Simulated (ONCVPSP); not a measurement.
**An ONCV potential for Cl, from input to tests**

Task: generate the file, and judge it by its errors in other configurations, its logarithmic derivatives, its ghosts and its cutoff.

The numbers are computed with ONCVPSP 4.0.1.1 (patched build) (PBE, scalar-relativistic, spin-unpolarised reference atom).

### Step 1. The design

Typed settings, in words:

```
element                 : chlorine (Cl, Z = 17)
type                    : optimised norm-conserving Vanderbilt (ONCV)
frozen core             : [Ne]
valence charge          : 7
reference configuration : 3s1.5 3p5.5
partial waves           : 3s: rc 1.10 bohr, ncon 4, nbas 9, qcut 5 1/bohr, 2 projectors, debl 0.8 Ha; 3p: rc 1.60 bohr, ncon 4, nbas 8, qcut 4.3 1/bohr, 2 projectors, debl 2.5 Ha; d scattering state at 0.15 Ha: rc 1.70 bohr, ncon 4, nbas 9, qcut 5.9 1/bohr, 2 projectors, debl 2.6 Ha
local potential         : polynomial inside 0.90 bohr (lpopt 5, dvloc0 0 Ha)
core correction         : Teter function, fcfact 5, rcfact 1.5
```

An earlier all-electron run gives the scale for the radii.

All-electron outer shells of the reference configuration (PBE, scalar-relativistic, ld1.x):

```tsv
shell	level (eV)	outermost node (bohr)	outermost maximum (bohr)
2s	-253.39	0.12	0.36
2p	-192.31	–	0.30
3s	-21.02	0.55	1.27
3p	-8.87	0.53	1.43
```

### Step 2. The generation run

Cl.dat

```
# ATOM AND REFERENCE CONFIGURATION
# atsym  z   nc   nv     iexc    psfile
  Cl 17.00    3    2        4      upf
#
#   n    l    f
    1    0    2.00
    2    0    2.00
    2    1    6.00
    3    0    1.50
    3    1    5.50
#
# PSEUDOPOTENTIAL AND OPTIMIZATION
# lmax
    2
#
#   l,   rc,      ep,       ncon, nbas, qcut
    0    1.10    0.00    4    9    5.00
    1    1.60    0.00    4    8    4.30
    2    1.70    0.15    4    9    5.90
#
# LOCAL POTENTIAL
# lloc, lpopt,  rc(5),   dvloc0
    4    5    0.90    0.00
#
# VANDERBILT-KLEINMAN-BYLANDER PROJECTORs
# l, nproj, debl
    0    2    0.80
    1    2    2.50
    2    2    2.60
#
# MODEL CORE CHARGE
# icmod, fcfact, rcfact
    3    5.00    1.50
#
# LOG DERIVATIVE ANALYSIS
# epsh1, epsh2, depsh
   -2.00    5.00    0.02
#
# OUTPUT GRID
# rlmax, drl
    6.00    0.01
#
# TEST CONFIGURATIONS
# ncnf
    4
# nvcnf
#   n    l    f
    2
    3    0    2.00
    3    1    5.00
#
    2
    3    0    2.00
    3    1    4.00
#
    2
    3    0    2.00
    3    1    3.00
#
    2
    3    0    2.00
    3    1    2.00
#
```

Launch:

```bash
$ oncvpsp.x < Cl.dat > Cl.out
```

What does the calculation give? Wanted: cutoffs for 1 and 0.1 mHa per electron, occupied waves; bound ghosts; GHOST(+) flags; largest test error; largest phase difference near zero energy, channels read; rms error of d²Exc/dn², without and with the model core.

**Answer**, as computed:

| quantity | value |
| --- | --- |
| cutoffs for 1 and 0.1 mHa per electron, occupied waves | 24 Ha and 72 Ha |
| bound ghosts | d at -0.36 eV |
| GHOST(+) flags | s at 43 eV |
| largest test error (AE − PS) | +30 meV, for 3s2 3p2 |
| largest phase difference near zero energy, channels read | 3.099 rad |
| rms error of d²Exc/dn², without and with the model core | 1.44 and 1.51 mHa |

What this shows: It has a bound ghost (d), a state that the atom doesn't have, and that rules the file out. The worst unpolarised test, 3s2 3p2, is off by 30 meV on 71.6 eV; by total energies transferability rates as fair. That test lies far up in energy; among those under 40 eV, nearer to bonding, the largest error is 9.6 meV. The potential is of middling hardness: the looser tolerance needs 24 Ha. The tighter tolerance needs 72 Ha, and converged work needs a cutoff nearer that. At the looser tolerance the 3s wave is the slowest; 3p needs 7 Ha. Near zero energy the largest phase difference among the channels read is 3.10 rad, in the d channel (at the energies tabulated). A step near π is an extra or missing state, not a misfit of shape. The pseudo curves have poles with no partner nearby in the atom's: s at 1.56 Ha, d at -0.01 Ha. At positive energy that is a spurious or a displaced resonance. The program also flags highly localised states, GHOST(+) (s). All of this concerns the isolated atom, not yet a solid.
